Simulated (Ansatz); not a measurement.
FeAu in Ansatz: the effect of starting spin order

The system is FeAu.

```
CELL_PARAMETERS angstrom
1.41175 0.81507 4.46945
-1.41175 0.81507 4.46945
0.00000 -1.63015 4.46945
ATOMIC_POSITIONS crystal
Au 0.00000 0.00000 0.00000
Fe 0.50000 0.50000 0.50000
```

The cell comes from a database or a generator and needn't be the stable form of this composition.

Alike in all runs:

```yaml
Program: Ansatz 0.2.0
Task: single point
Functional: PBE
Potentials_or_basis: Ansatz PAW
Cutoff: "420 eV (not typed: the program's choice for these potentials)"
k_mesh: 11 × 11 × 11
Occupations: fermi-dirac, width 0.05 eV
```

```tsv
starting spin order	spin	starting moments	energy over the lowest run (meV/atom)	pressure (GPa)	final net moment (μB)	final largest site moment (μB)
spin off	no spin polarisation	-	?	?	?	?
fm	collinear spin, ferromagnetic start	[0.0, 3.0] μB	0.0	-1.0	2.91	2.93
random	collinear spin, random start	[0.0, 2.3] μB	0.0	-1.0	2.91	2.93
```

Problem. What does the run with starting spin order spin off give?

Solution. Energy over the lowest run 458.7 meV/atom; pressure -11.2 GPa; final net moment 0.00 μB; final largest site moment 0.00 μB.
